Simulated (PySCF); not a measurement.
**Se⁻ at other levels of theory**

What do other methods print for Se⁻?

Program: PySCF 2.14.0. Level of theory: each script names its method and basis. These are calculated values, not measurements.

2 further runs of the same task are left out: 2 that didn't finish.

**1. The atom**

Se⁻: 1 atom, charge -1, spin multiplicity 2.

**2. The base run**

input.py

```python
from pyscf import gto, scf

mol = gto.M(
    atom='Se 0 0 0',
    basis='sapporo-dkh3-dzp-2012',
    charge=-1,
    spin=1,
    verbose=4,
)
mf = scf.UHF(mol)
mf = mf.sfx2c1e()
mf = mf.density_fit(auxbasis='def2-universal-jkfit')
mf.kernel()
mf.analyze()
print('orbital energies (hartree):', [e[max(0, n-3):n+3].round(4) for e, n in zip(mf.mo_energy, mol.nelec)])
```

Run with:

```console
$ OMP_NUM_THREADS=1 python input.py
```

**3. Pw91 (UKS)**

Variant 1 changes functional: none (Hartree–Fock) → pw91; SCF type: UHF → UKS.

Changes to input.py since step 2:

```diff
@@ -1,2 +1,2 @@
-from pyscf import gto, scf
+from pyscf import gto, dft
 
@@ -9,3 +9,3 @@
 )
-mf = scf.UHF(mol)
+mf = dft.UKS(mol, xc='pw91')
 mf = mf.sfx2c1e()
```

**4. Slater, (UKS)**

Variant 2 changes functional: none (Hartree–Fock) → slater,; SCF type: UHF → UKS.

Changes to input.py since step 2:

```diff
@@ -1,2 +1,2 @@
-from pyscf import gto, scf
+from pyscf import gto, dft
 
@@ -9,3 +9,3 @@
 )
-mf = scf.UHF(mol)
+mf = dft.UKS(mol, xc='slater,')
 mf = mf.sfx2c1e()
```

**5. NEVPT2 (ROHF)**

Variant 3 changes step after the SCF: analyze → nevpt2; SCF type: UHF → ROHF; active space: none → 7 electrons in 8 orbitals.

input.py

```python
from pyscf import gto, scf, mcscf, mrpt

mol = gto.M(
    atom='Se 0 0 0',
    basis='sapporo-dkh3-dzp-2012',
    charge=-1,
    spin=1,
    verbose=4,
)
mf = scf.ROHF(mol)
mf = mf.sfx2c1e()
mf = mf.density_fit(auxbasis='def2-universal-jkfit')
mf.kernel()
mc = mcscf.CASSCF(mf, 8, 7)
mc.kernel()
mc.analyze()
mrpt.NEVPT(mc).kernel()
mf.dip_moment()
print('orbital energies (hartree):', mf.mo_energy[..., max(0, mol.nelec[1]-3):mol.nelec[0]+3].round(4))
```

**6. CCSD**

Variant 4 changes step after the SCF: analyze → ccsd; frozen orbitals: none → 9.

Changes to input.py since step 2:

```diff
@@ -1,2 +1,2 @@
-from pyscf import gto, scf
+from pyscf import gto, scf, cc
 
@@ -13,3 +13,5 @@
 mf.kernel()
-mf.analyze()
+mycc = cc.CCSD(mf, frozen=9)
+mycc.kernel()
+mf.dip_moment()
 print('orbital energies (hartree):', [e[max(0, n-3):n+3].round(4) for e, n in zip(mf.mo_energy, mol.nelec)])
```

**7. SCF alone**

Variant 5 changes step after the SCF: analyze → none.

Changes to input.py since step 2:

```diff
@@ -13,3 +13,3 @@
 mf.kernel()
-mf.analyze()
+mf.dip_moment()
 print('orbital energies (hartree):', [e[max(0, n-3):n+3].round(4) for e, n in zip(mf.mo_energy, mol.nelec)])
```

Before running it: what results should come out? Wanted: for each run, E(SCF); from base; gap, α spin; after the SCF.

The runs gave:

```csv
run,E(SCF) (hartree),from base (eV),cycles,"gap, α spin (eV)",after the SCF
base,-2428.056894,0,10,16.99,n/a
pw91 (UKS),-2430.039715,not comparable,8,9.23,n/a
"slater, (UKS) (poor choice)",-2423.157502,not comparable,12,8.84,n/a
NEVPT2 (ROHF),-2428.053657,+0.0881,8,n/a,"NEVPT2 correlation -19.758 eV (from the SCF energy, the CASSCF gain included)"
CCSD,-2428.056894,0.0000,10,16.99,"CCSD correlation -12.959 eV, core frozen"
SCF alone,-2428.056894,0.0000,10,16.99,n/a
```

What this shows: Total energies of different functionals can't be compared with each other; differences within one functional can. The dearest run is “NEVPT2 (ROHF)”, at 7.6 s against 0.68 s. Rows marked «poor choice» come from settings spoiled on purpose.
